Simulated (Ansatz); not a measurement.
# HfSiH₃ (sextet): the correlation ladder at a displaced geometry (v1), def2-SVP

An exercise on one series of results from a longer session: the logs are not shown, and one member is left open.

Method: def2-SVP, core rule «outside noble gas», up to 9 orbitals frozen; program: Ansatz 0.2.0, Gaussian basis.

The runs, in order: UHF; CCSD(T) on ROHF; CCSD(T) on UHF; CISD as a restricted active space (open shells left free, so some higher excitations enter); CCSDT(Q) on ROHF; CCSDT(Q) on UHF.

20 further runs of the same task are left out: 4 that didn't finish, 16 set aside as unsound or not needed. Runs told in other sessions of the task aren't counted.

## What is computed

The geometry is a PBE0/def2-TZVP stationary point (not a proven minimum) with its atoms shifted at random (size 0.040 Å). No spin-orbit coupling is included. Elements past krypton take def2 core potentials.

5 atoms, charge 0, spin multiplicity 6.

Atoms are counted from 1 here; the program's logs count them from 0.

Bond lengths: Hf1–Si2 2.806 Å, Si2–H3 1.523 Å, Si2–H4 1.496 Å, Si2–H5 1.592 Å. Angles: Hf1–Si2–H3 111.4°, Hf1–Si2–H4 106.4°, Hf1–Si2–H5 111.3°, H3–Si2–H4 108.8°, H3–Si2–H5 112.7°, H4–Si2–H5 105.8°.

The first run:

Input file in.yaml:

```yaml
crystal:
  periodic: [false, false, false]
  atoms:
    - {symbol: Hf, position_ang: [0.000624, 0.001888, 0.423918]}
    - {symbol: Si, position_ang: [-0.000209, -0.014896, -2.381737]}
    - {symbol: H, position_ang: [1.271907, -0.644607, -2.934510]}
    - {symbol: H, position_ang: [-0.055079, 1.416687, -2.813093]}
    - {symbol: H, position_ang: [-1.321502, -0.691339, -2.956197]}
basis:
  gaussian: {orbitals: def2-SVP}
magnetization: {spin_polarized: true, initial_magnetization: 5}
hamiltonian: {xc: hf}
output: {orbitals: {seedname: orbitals}}
```

On the command line:

```bash
ansatz run in.yaml --threads 1 --pin off --events-out ev --progress --plain --max-ram 2393MiB
```

Steps of the session up to this table: UHF; CCSD(T) on ROHF; CCSD(T) on UHF; CISD as a restricted active space (open shells left free, so some higher excitations enter); CCSDT(Q) on ROHF; CCSDT(Q) on UHF.

One of the session's tables, all rows but one given; the rest of the session is left out.

```
   method  from RCCSDT(Q) (kcal/mol)
     ROHF                    +103.66
      UHF                    +100.47
     RMP2                     +24.48
     UMP2                     +22.28
    RCCSD                      +3.14
    UCCSD                      +1.05
 RCCSD(T)                          ?
 UCCSD(T)                      -1.28
   RCCSDT                      +0.08
   UCCSDT                      -1.96
RCCSDT(Q)                          0
UCCSDT(Q)                      -2.05
```

**Question.** Estimate the row for RCCSD(T).

As computed: from RCCSDT(Q) (kcal/mol): +0.78. In the column «from RCCSDT(Q) (kcal/mol)» it lies between RCCSDT (+0.08) and UCCSD (+1.05).

Not comparable, so not listed: CISD as a restricted active space (open shells left free, so some higher excitations enter) (they don't share determinant, frozen orbitals or solution with the rows shown, or repeat one).

To keep in mind: Restricted and unrestricted rows rest on different reference determinants; a gap between their highest levels can come from leftover correlation error, from unlike frozen cores or from another state.
